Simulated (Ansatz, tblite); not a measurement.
# Ge23H32 off sphere (Ge₂₃H₃₂): one state, many levels

Aim: run the singlet of Ge23H32 off sphere (Ge₂₃H₃₂) at one geometry on many levels, and compare frontier levels, spin and run time.

Method: as each input shows; program: Ansatz 0.2.0, Gaussian basis.

Levels to be run: GFN1-xTB, GFN2-xTB, PBE-D4/def2-SVP, r2SCAN-D4/def2-SVP, r2SCANh-D4/def2-SVP, PBE0-D4/def2-TZVP, PBE-D4/def2-TZVP, HF/6-31G, B3LYP-D4/6-31G, MP2/def2-SVP.

1 further run of the same task is left out (set aside as unsound or not needed). Runs told in other sessions of the task aren't counted.

## 1. The relaxed structure

The geometry is that of the singlet, from an earlier relaxation (PBE-D4/def2-SVP).

55 atoms, charge 0, spin multiplicity 1.

Bond lengths: Ge1–Ge13 2.451 Å, Ge1–Ge14 2.447 Å, Ge1–H24 1.558 Å, Ge1–H25 1.557 Å, Ge2–Ge12 2.444 Å, Ge2–Ge16 2.448 Å, Ge2–H26 1.559 Å, Ge2–H27 1.554 Å, Ge3–Ge15 2.451 Å, Ge3–Ge17 2.450 Å, Ge3–H28 1.560 Å, Ge3–H29 1.556 Å, Ge4–Ge13 2.449 Å, Ge4–Ge18 2.448 Å, Ge4–Ge19 2.447 Å, Ge4–H30 1.562 Å, Ge5–Ge15 2.455 Å, Ge5–Ge18 2.449 Å and more. Angles: Ge13–Ge1–Ge14 112.5°, Ge13–Ge1–H24 109.7°, Ge13–Ge1–H25 108.7°, Ge14–Ge1–H24 109.2°, Ge14–Ge1–H25 108.9°, H24–Ge1–H25 107.6°, Ge12–Ge2–Ge16 111.7°, Ge12–Ge2–H26 109.5°, Ge12–Ge2–H27 109.1°, Ge16–Ge2–H26 109.2°, Ge16–Ge2–H27 109.7°, H26–Ge2–H27 107.6°, Ge15–Ge3–Ge17 109.3°, Ge15–Ge3–H28 108.6°, Ge15–Ge3–H29 111.1°, Ge17–Ge3–H28 108.9°, Ge17–Ge3–H29 111.0°, H28–Ge3–H29 107.9° and more.

PBE0-D4/def2-SVP was run before; its log isn't repeated, and its numbers join the tables.

## 2. GFN1-xTB

Tight binding, by tblite at 300 K electronic temperature and without a spin-polarisation term:

```python
tblite.interface.Calculator('GFN1-xTB', numbers, positions, charge=0, uhf=0).singlepoint()
```

Energy -1523.1887 eV, HOMO -11.72 eV, LUMO -8.84 eV; 0.65 s.

## 3. GFN2-xTB

Tight binding, by tblite at 300 K electronic temperature and without a spin-polarisation term:

```python
tblite.interface.Calculator('GFN2-xTB', numbers, positions, charge=0, uhf=0).singlepoint()
```

Energy -1658.7484 eV, HOMO -9.88 eV, LUMO -6.27 eV; 0.78 s.

## 4. PBE-D4/def2-SVP

start.molden holds the orbitals of an earlier run on this state, given as this run's starting guess.

Input file in.yaml:

```yaml
crystal:
  periodic: [false, false, false]
  atoms:
    - {symbol: Ge, position_ang: [-4.520005, 1.745946, -0.628599]}
    - {symbol: Ge, position_ang: [-1.961889, -3.684485, 2.423435]}
    - {symbol: Ge, position_ang: [1.229750, -3.903050, -0.726571]}
    - {symbol: Ge, position_ang: [-1.646385, 1.814382, -3.514340]}
    - {symbol: Ge, position_ang: [1.138889, -1.037347, -3.483999]}
    - {symbol: Ge, position_ang: [-1.669289, -1.047584, -0.669846]}
    - {symbol: Ge, position_ang: [-1.630590, 1.684745, 2.237739]}
    - {symbol: Ge, position_ang: [1.200810, -1.068383, 2.130524]}
    - {symbol: Ge, position_ang: [1.195586, 1.796261, -0.660290]}
    - {symbol: Ge, position_ang: [4.019990, -1.149928, -0.765029]}
    - {symbol: Ge, position_ang: [3.875340, 2.025235, 2.407336]}
    - {symbol: Ge, position_ang: [-3.169162, -2.278812, 0.829240]}
    - {symbol: Ge, position_ang: [-3.052140, 0.418373, -2.074257]}
    - {symbol: Ge, position_ang: [-3.276860, 3.037754, 1.037040]}
    - {symbol: Ge, position_ang: [-0.251344, -2.480575, -2.064996]}
    - {symbol: Ge, position_ang: [-0.221625, -2.427345, 3.598841]}
    - {symbol: Ge, position_ang: [2.611885, -2.492125, 0.723491]}
    - {symbol: Ge, position_ang: [-0.270413, 0.357977, -4.920953]}
    - {symbol: Ge, position_ang: [-0.137766, 3.195924, -2.171381]}
    - {symbol: Ge, position_ang: [2.589142, 0.350807, -2.069007]}
    - {symbol: Ge, position_ang: [-0.225819, 0.359572, 0.729159]}
    - {symbol: Ge, position_ang: [2.544584, 0.359721, 3.605901]}
    - {symbol: Ge, position_ang: [2.504562, 3.262106, 0.804376]}
    - {symbol: H, position_ang: [-5.376375, 2.716391, -1.496804]}
    - {symbol: H, position_ang: [-5.499533, 0.784175, 0.106705]}
    - {symbol: H, position_ang: [-2.964097, -4.268192, 3.464719]}
    - {symbol: H, position_ang: [-1.323059, -4.880188, 1.664240]}
    - {symbol: H, position_ang: [2.161208, -4.699658, -1.691280]}
    - {symbol: H, position_ang: [0.414660, -4.932532, 0.107981]}
    - {symbol: H, position_ang: [-2.551783, 2.721802, -4.407714]}
    - {symbol: H, position_ang: [2.051861, -1.950945, -4.365103]}
    - {symbol: H, position_ang: [-2.373172, 0.699045, 3.188176]}
    - {symbol: H, position_ang: [-0.730475, 2.597334, 3.123093]}
    - {symbol: H, position_ang: [4.764592, -2.106223, -1.747866]}
    - {symbol: H, position_ang: [5.094097, -0.355383, 0.034020]}
    - {symbol: H, position_ang: [5.039296, 1.324243, 1.656264]}
    - {symbol: H, position_ang: [4.503462, 3.020925, 3.427354]}
    - {symbol: H, position_ang: [-4.176574, -3.129413, -0.000744]}
    - {symbol: H, position_ang: [-3.995100, -1.219142, 1.618848]}
    - {symbol: H, position_ang: [-3.944135, -0.479910, -2.991376]}
    - {symbol: H, position_ang: [-4.283416, 3.652454, 2.056333]}
    - {symbol: H, position_ang: [-2.542020, 4.214799, 0.335600]}
    - {symbol: H, position_ang: [-1.161318, -3.367905, -2.973847]}
    - {symbol: H, position_ang: [0.675843, -3.407932, 4.412847]}
    - {symbol: H, position_ang: [-0.904460, -1.466477, 4.617671]}
    - {symbol: H, position_ang: [3.507101, -3.387560, 1.638216]}
    - {symbol: H, position_ang: [-1.176062, -0.543196, -5.811093]}
    - {symbol: H, position_ang: [0.629680, 1.214241, -5.861071]}
    - {symbol: H, position_ang: [0.839016, 3.960970, -3.116616]}
    - {symbol: H, position_ang: [-0.932966, 4.256931, -1.355455]}
    - {symbol: H, position_ang: [3.468498, 1.255198, -2.991513]}
    - {symbol: H, position_ang: [1.559307, 1.104546, 4.555252]}
    - {symbol: H, position_ang: [3.467592, -0.527969, 4.493169]}
    - {symbol: H, position_ang: [1.491035, 4.148601, 1.588671]}
    - {symbol: H, position_ang: [3.390046, 4.211793, -0.056491]}
basis:
  gaussian: {orbitals: def2-SVP, fitting: {mean_field: def2-universal-jkfit}, initial_orbitals: start.molden}
hamiltonian: {xc: pbe, dispersion: d4}
scf: {omitted_lower_state_checks: [starts]}
output: {orbitals: {seedname: orbitals}}
```

Launch:

```bash
$ ansatz run in.yaml --threads 11 --pin off --events-out ev --progress --plain --max-ram 110592MiB --backend cuda --devices 0, --max-vram 75GiB
```

Output:

```text
Functional definition: PBE
  name "PBE"
  cite "Perdew, Burke & Ernzerhof, Phys. Rev. Lett. 77, 3865 (1996) doi:10.1103/PhysRevLett.77.3865"
  parent pbe
  parameter kappa = 0.804
  parameter beta = 0.06672455060314922
  exchange = pbe_x(kappa = kappa, mu = beta*pi^2/3)
  correlation = pbe_c(beta = beta)
these checks for a lower state are left out or cut short: starts
6694 factors; integrals over basis functions are off by at most 3.4e-1 eV
mean field evaluation 1: about -1300092.4272 eV, gradient 2.3e1 eV
mean field evaluation 2: about -1300093.3784 eV, gradient 8.7e-1 eV
mean field evaluation 4: about -1300093.3300 eV, gradient 1.0e-1 eV
mean field evaluation 8: about -1300093.3300 eV, gradient 2.6e-5 eV
mean field -1300093.33001523 eV, -47777.5486431497 hartree, gradient 2.6e-5 eV, S^2 0.000000; 0 other end points of the search recorded, 0 dependent functions left out
reference -1300093.33012005 eV, -47777.5486470020 hartree; 384, 384 occupied and 512, 512 virtual orbitals, 6694 factors
Total energy: -1300097.26804787 eV, -47777.6933631800 hartree
Checks for a lower state left out: starts
```

Run time: 4.9 s. Hardware: 1 × H100 with 11 threads of AMD EPYC 7R13, shared host; peak host memory 1.6 GiB.

From the report: HOMO -5.90 eV, LUMO -1.92 eV.

## 5. r2SCAN-D4/def2-SVP

in.yaml: that of step 4 with these lines changed.

```diff
@@ -60,4 +60,4 @@
   gaussian: {orbitals: def2-SVP, fitting: {mean_field: def2-universal-jkfit}, initial_orbitals: start.molden}
-hamiltonian: {xc: pbe, dispersion: d4}
+hamiltonian: {xc: r2scan, dispersion: d4}
 scf: {omitted_lower_state_checks: [starts]}
-output: {orbitals: {seedname: orbitals}}
+output: {forces: true, orbitals: {seedname: orbitals}}
```

Same command.

Output:

```text
Functional definition: r2SCAN
  name "r2SCAN"
  cite "Furness, Kaplan, Ning, Perdew & Sun, J. Phys. Chem. Lett. 11, 8208 (2020) doi:10.1021/acs.jpclett.0c02405"
  cite "Furness, Kaplan, Ning, Perdew & Sun, J. Phys. Chem. Lett. 11, 9248 (2020) doi:10.1021/acs.jpclett.0c03077"
  parent r2scan
  parameter k0 = 0.174
  parameter k1 = 0.065
  parameter a1 = 4.9479
  exchange = r2scan_x(k0 = k0, k1 = k1, a1 = a1)
  correlation = r2scan_c
these checks for a lower state are left out or cut short: starts
6694 factors; integrals over basis functions are off by at most 3.4e-1 eV
mean field evaluation 1: about -1300289.8293 eV, gradient 1.5e1 eV
mean field evaluation 2: about -1300290.2847 eV, gradient 3.9e-1 eV
mean field evaluation 4: about -1300290.3529 eV, gradient 9.8e-4 eV
mean field -1300290.35289536 eV, -47784.7891004477 hartree, gradient 1.4e-5 eV, S^2 0.000000; 0 other end points of the search recorded, 0 dependent functions left out
the calculation of the forces begins
reference -1300290.35292462 eV, -47784.7891015229 hartree; 384, 384 occupied and 512, 512 virtual orbitals, 6694 factors
Total energy: -1300291.47523520 eV, -47784.8303456759 hartree
Atom 0 at    -4.520005     1.745946    -0.628599 Å, force    -0.094929     0.017575    -0.009485 eV/Å
Atom 1 at    -1.961889    -3.684485     2.423435 Å, force    -0.040326    -0.087045     0.036407 eV/Å
Atom 2 at     1.229750    -3.903050    -0.726571 Å, force     0.028430    -0.111983    -0.013979 eV/Å
Atom 3 at    -1.646385     1.814382    -3.514340 Å, force    -0.026409     0.043093    -0.055994 eV/Å
Atom 4 at     1.138889    -1.037347    -3.483999 Å, force     0.040373    -0.057913    -0.064296 eV/Å
Atom 5 at    -1.669289    -1.047584    -0.669846 Å, force    -0.026167     0.002645     0.000523 eV/Å
Atom 6 at    -1.630590     1.684745     2.237739 Å, force    -0.015347     0.005010     0.099552 eV/Å
Atom 7 at     1.200810    -1.068383     2.130524 Å, force     0.011280    -0.006718     0.046642 eV/Å
Atom 8 at     1.195586     1.796261    -0.660290 Å, force     0.013037     0.029782    -0.024763 eV/Å
Atom 9 at     4.019990    -1.149928    -0.765029 Å, force     0.123014    -0.024956    -0.018018 eV/Å
Atom 10 at     3.875340     2.025235     2.407336 Å, force     0.072115     0.039958     0.031149 eV/Å
Atom 11 at    -3.169162    -2.278812     0.829240 Å, force    -0.097283     0.008474     0.006001 eV/Å
Atom 12 at    -3.052140     0.418373    -2.074257 Å, force    -0.078940    -0.046408    -0.054712 eV/Å
Atom 13 at    -3.276860     3.037754     1.037040 Å, force    -0.037728     0.095244     0.044687 eV/Å
Atom 14 at    -0.251344    -2.480575    -2.064996 Å, force    -0.035170    -0.059902    -0.054589 eV/Å
Atom 15 at    -0.221625    -2.427345     3.598841 Å, force     0.006379    -0.008977     0.103290 eV/Å
Atom 16 at     2.611885    -2.492125     0.723491 Å, force     0.063894    -0.062758     0.018614 eV/Å
Atom 17 at    -0.270413     0.357977    -4.920953 Å, force     0.005965    -0.000636    -0.092749 eV/Å
Atom 18 at    -0.137766     3.195924    -2.171381 Å, force     0.015897     0.124097    -0.020035 eV/Å
Atom 19 at     2.589142     0.350807    -2.069007 Å, force     0.069086     0.035594    -0.061909 eV/Å
Atom 20 at    -0.225819     0.359572     0.729159 Å, force    -0.009246     0.013275     0.045061 eV/Å
Atom 21 at     2.544584     0.359721     3.605901 Å, force    -0.005122     0.001743     0.095271 eV/Å
Atom 22 at     2.504562     3.262106     0.804376 Å, force    -0.015453     0.095610     0.005686 eV/Å
Atom 23 at    -5.376375     2.716391    -1.496804 Å, force     0.136091    -0.155775     0.139343 eV/Å
Atom 24 at    -5.499533     0.784175     0.106705 Å, force     0.158446     0.161307    -0.116165 eV/Å
Atom 25 at    -2.964097    -4.268192     3.464719 Å, force     0.156280     0.092546    -0.163386 eV/Å
Atom 26 at    -1.323059    -4.880188     1.664240 Å, force    -0.108003     0.189005     0.133127 eV/Å
Atom 27 at     2.161208    -4.699658    -1.691280 Å, force    -0.151865     0.128648     0.152733 eV/Å
Atom 28 at     0.414660    -4.932532     0.107981 Å, force     0.139794     0.160360    -0.146731 eV/Å
Atom 29 at    -2.551783     2.721802    -4.407714 Å, force     0.139689    -0.139150     0.141599 eV/Å
Atom 30 at     2.051861    -1.950945    -4.365103 Å, force    -0.138879     0.140863     0.127409 eV/Å
Atom 31 at    -2.373172     0.699045     3.188176 Å, force     0.108788     0.162360    -0.143900 eV/Å
Atom 32 at    -0.730475     2.597334     3.123093 Å, force    -0.146528    -0.136898    -0.137845 eV/Å
Atom 33 at     4.764592    -2.106223    -1.747866 Å, force    -0.124795     0.160760     0.164064 eV/Å
Atom 34 at     5.094097    -0.355383     0.034020 Å, force    -0.181856    -0.145850    -0.147302 eV/Å
Atom 35 at     5.039296     1.324243     1.656264 Å, force    -0.171662     0.111609     0.120417 eV/Å
Atom 36 at     4.503462     3.020925     3.427354 Å, force    -0.094096    -0.149090    -0.148683 eV/Å
Atom 37 at    -4.176574    -3.129413    -0.000744 Å, force     0.161705     0.129019     0.129281 eV/Å
Atom 38 at    -3.995100    -1.219142     1.618848 Å, force     0.125759    -0.175365    -0.115782 eV/Å
Atom 39 at    -3.944135    -0.479910    -2.991376 Å, force     0.128109     0.132333     0.135210 eV/Å
Atom 40 at    -4.283416     3.652454     2.056333 Å, force     0.163651    -0.098894    -0.165034 eV/Å
Atom 41 at    -2.542020     4.214799     0.335600 Å, force    -0.135476    -0.194416     0.120808 eV/Å
Atom 42 at    -1.161318    -3.367905    -2.973847 Å, force     0.138917     0.135705     0.133472 eV/Å
Atom 43 at     0.675843    -3.407932     4.412847 Å, force    -0.142857     0.151490    -0.126407 eV/Å
Atom 44 at    -0.904460    -1.466477     4.617671 Å, force     0.102093    -0.162407    -0.160206 eV/Å
Atom 45 at     3.507101    -3.387560     1.638216 Å, force    -0.136481     0.131344    -0.142443 eV/Å
Atom 46 at    -1.176062    -0.543196    -5.811093 Å, force     0.137699     0.134758     0.136608 eV/Å
Atom 47 at     0.629680     1.214241    -5.861071 Å, force    -0.144168    -0.127659     0.141981 eV/Å
Atom 48 at     0.839016     3.960970    -3.116616 Å, force    -0.155416    -0.124770     0.148188 eV/Å
Atom 49 at    -0.932966     4.256931    -1.355455 Å, force     0.140903    -0.163423    -0.147566 eV/Å
Atom 50 at     3.468498     1.255198    -2.991513 Å, force    -0.127507    -0.138691     0.134883 eV/Å
Atom 51 at     1.559307     1.104546     4.555252 Å, force     0.159290    -0.109899    -0.140231 eV/Å
Atom 52 at     3.467592    -0.527969     4.493169 Å, force    -0.137419     0.136879    -0.137386 eV/Å
Atom 53 at     1.491035     4.148601     1.588671 Å, force     0.165604    -0.129901    -0.117810 eV/Å
Atom 54 at     3.390046     4.211793    -0.056491 Å, force    -0.133160    -0.151605     0.135399 eV/Å
Dipole moment:     0.014306    -0.014348    -0.025841 e Å
Checks for a lower state left out: starts
```

It took 6.5 s on 1 × H100 with 11 threads of AMD EPYC 7R13, shared host; peak host memory 1.9 GiB.

From the report: HOMO -6.15 eV, LUMO -1.81 eV.

## 6. r2SCANh-D4/def2-SVP

in.yaml: that of step 5 with these lines changed.

```diff
@@ -60,4 +60,4 @@
   gaussian: {orbitals: def2-SVP, fitting: {mean_field: def2-universal-jkfit}, initial_orbitals: start.molden}
-hamiltonian: {xc: r2scan, dispersion: d4}
+hamiltonian: {xc: {name: r2SCANh}, dispersion: d4}
 scf: {omitted_lower_state_checks: [starts]}
-output: {forces: true, orbitals: {seedname: orbitals}}
+output: {orbitals: {seedname: orbitals}}
```

Launched as before.

Output, shortened:

```text
Functional definition: r2SCANh
  name "r2SCANh"
  cite "Bursch, Neugebauer, Ehlert & Grimme, J. Chem. Phys. 156, 134105 (2022) doi:10.1063/5.0086040"
  cite "Furness, Kaplan, Ning, Perdew & Sun, J. Phys. Chem. Lett. 11, 8208 (2020) doi:10.1021/acs.jpclett.0c02405"
  cite "Furness, Kaplan, Ning, Perdew & Sun, J. Phys. Chem. Lett. 11, 9248 (2020) doi:10.1021/acs.jpclett.0c03077"
  parent r2scan
[...]
6694 factors; integrals over basis functions are off by at most 3.4e-1 eV
[...]
mean field -1300285.40678428 eV, -47784.6073342183 hartree, gradient 8.0e-6 eV, S^2 0.000000; 0 other end points of the search recorded, 0 dependent functions left out
reference -1300285.40681118 eV, -47784.6073352067 hartree; 384, 384 occupied and 512, 512 virtual orbitals, 6694 factors
Total energy: -1300286.67932647 eV, -47784.6540992810 hartree
Checks for a lower state left out: starts
```

It took 10 s on 1 × H100 with 11 threads of AMD EPYC 7R13, shared host; peak host memory 1.7 GiB.

Report: HOMO -6.47 eV, LUMO -1.57 eV.

## 7. PBE0-D4/def2-TZVP

in.yaml: that of step 6 with these lines changed.

```diff
@@ -59,4 +59,4 @@
 basis:
-  gaussian: {orbitals: def2-SVP, fitting: {mean_field: def2-universal-jkfit}, initial_orbitals: start.molden}
-hamiltonian: {xc: {name: r2SCANh}, dispersion: d4}
+  gaussian: {orbitals: def2-TZVP, fitting: {mean_field: def2-universal-jkfit}, initial_orbitals: start.molden}
+hamiltonian: {xc: pbe0, dispersion: d4}
 scf: {omitted_lower_state_checks: [starts]}
```

The command is unchanged.

Output, shortened:

```text
Functional definition: PBE0
  name "PBE0"
  cite "Adamo & Barone, J. Chem. Phys. 110, 6158 (1999) doi:10.1063/1.478522"
  cite "Perdew, Burke & Ernzerhof, Phys. Rev. Lett. 77, 3865 (1996) doi:10.1103/PhysRevLett.77.3865"
  parent pbe
[...]
6694 factors; integrals over basis functions are off by at most 6.1e-1 eV
[...]
mean field -1300292.37069116 eV, -47784.8632530757 hartree, gradient 2.0e-5 eV, S^2 0.000000; 0 other end points of the search recorded, 0 dependent functions left out
reference -1300292.37077987 eV, -47784.8632563357 hartree; 384, 384 occupied and 912, 912 virtual orbitals, 6694 factors
Total energy: -1300295.99321512 eV, -47784.9963783757 hartree
Checks for a lower state left out: starts
```

Wall time 17 s (1 × H100 with 11 threads of AMD EPYC 7R13, shared host); peak host memory 1.8 GiB.

From the report: HOMO -6.81 eV, LUMO -1.32 eV.

## 8. PBE-D4/def2-TZVP

in.yaml: that of step 7 with these lines changed.

```diff
@@ -60,3 +60,3 @@
   gaussian: {orbitals: def2-TZVP, fitting: {mean_field: def2-universal-jkfit}, initial_orbitals: start.molden}
-hamiltonian: {xc: pbe0, dispersion: d4}
+hamiltonian: {xc: pbe, dispersion: d4}
 scf: {omitted_lower_state_checks: [starts]}
```

Same command.

Output:

```text
Functional definition: PBE
  name "PBE"
  cite "Perdew, Burke & Ernzerhof, Phys. Rev. Lett. 77, 3865 (1996) doi:10.1103/PhysRevLett.77.3865"
  parent pbe
  parameter kappa = 0.804
  parameter beta = 0.06672455060314922
  exchange = pbe_x(kappa = kappa, mu = beta*pi^2/3)
  correlation = pbe_c(beta = beta)
these checks for a lower state are left out or cut short: starts
6694 factors; integrals over basis functions are off by at most 6.1e-1 eV
mean field evaluation 1: about -1300246.1612 eV, gradient 5.0e2 eV
mean field evaluation 2: about -1300256.7955 eV, gradient 1.6e1 eV
mean field evaluation 4: about -1300257.3145 eV, gradient 5.5e-1 eV
mean field evaluation 8: about -1300257.3172 eV, gradient 1.8e-5 eV
mean field -1300257.31724107 eV, -47783.5750625448 hartree, gradient 1.8e-5 eV, S^2 0.000000; 0 other end points of the search recorded, 0 dependent functions left out
reference -1300257.31735691 eV, -47783.5750668021 hartree; 384, 384 occupied and 912, 912 virtual orbitals, 6694 factors
Total energy: -1300261.25528473 eV, -47783.7197829801 hartree
Checks for a lower state left out: starts
```

It took 7.5 s on 1 × H100 with 11 threads of AMD EPYC 7R13, shared host; peak host memory 1.8 GiB.

From the report: HOMO -5.94 eV, LUMO -2.02 eV.

## 9. HF/6-31G

in.yaml: that of step 8 with these lines changed.

```diff
@@ -59,4 +59,4 @@
 basis:
-  gaussian: {orbitals: def2-TZVP, fitting: {mean_field: def2-universal-jkfit}, initial_orbitals: start.molden}
-hamiltonian: {xc: pbe, dispersion: d4}
+  gaussian: {orbitals: 6-31G, fitting: {mean_field: def2-universal-jkfit}}
+hamiltonian: {xc: hf}
 scf: {omitted_lower_state_checks: [starts]}
```

Same command.

Output:

```text
Functional definition: HF
  name "HF"
  cite "Fock, Z. Phys. 61, 126 (1930) doi:10.1007/BF01340294"
  parent pbe
  exchange = exact_x
  correlation = 0
these checks for a lower state are left out or cut short: starts
6694 factors; integrals over basis functions are off by at most 7.8e-2 eV
mean field evaluation 1: about -1299187.7568 eV, gradient 3.5e1 eV
mean field evaluation 2: about -1299194.4500 eV, gradient 1.3e1 eV
mean field evaluation 4: about -1299195.1137 eV, gradient 5.9e-1 eV
mean field evaluation 8: about -1299195.1310 eV, gradient 4.5e-2 eV
mean field -1299195.13105862 eV, -47744.5404403154 hartree, gradient 1.5e-5 eV, S^2 0.000000; 0 other end points of the search recorded, 0 dependent functions left out
reference -1299195.13105862 eV, -47744.5404403154 hartree; 384, 384 occupied and 347, 347 virtual orbitals, 6694 factors
Total energy: -1299195.13105862 eV, -47744.5404403154 hartree
Checks for a lower state left out: starts
```

Wall time 6 s (1 × H100 with 11 threads of AMD EPYC 7R13, shared host); peak host memory 1.6 GiB.

Report: HOMO -8.65 eV, LUMO 1.64 eV.

## 10. B3LYP-D4/6-31G

in.yaml: that of step 9 with these lines changed.

```diff
@@ -60,3 +60,3 @@
   gaussian: {orbitals: 6-31G, fitting: {mean_field: def2-universal-jkfit}}
-hamiltonian: {xc: hf}
+hamiltonian: {xc: {name: B3LYP}, dispersion: d4}
 scf: {omitted_lower_state_checks: [starts]}
```

Same command.

Output, shortened:

```text
Functional definition: B3LYP
  name "B3LYP"
  cite "Stephens, Devlin, Chabalowski & Frisch, J. Phys. Chem. 98, 11623 (1994) doi:10.1021/j100096a001"
  cite "Becke, Phys. Rev. A 38, 3098 (1988) doi:10.1103/PhysRevA.38.3098"
  cite "Lee, Yang & Parr, Phys. Rev. B 37, 785 (1988) doi:10.1103/PhysRevB.37.785"
  cite "Vosko, Wilk & Nusair, Can. J. Phys. 58, 1200 (1980) doi:10.1139/p80-159"
[...]
6694 factors; integrals over basis functions are off by at most 7.8e-2 eV
[...]
mean field -1300261.21121795 eV, -47783.7181635559 hartree, gradient 7.5e-5 eV, S^2 0.000000; 0 other end points of the search recorded, 0 dependent functions left out
reference -1300261.21196626 eV, -47783.7181910556 hartree; 384, 384 occupied and 347, 347 virtual orbitals, 6694 factors
Total energy: -1300267.62104844 eV, -47783.9537204818 hartree
Checks for a lower state left out: starts
```

Wall time 6.5 s (1 × H100 with 11 threads of AMD EPYC 7R13, shared host); peak host memory 1.6 GiB.

From the report: HOMO -6.54 eV, LUMO -1.28 eV.

(Part 1 of 2 ends here.)
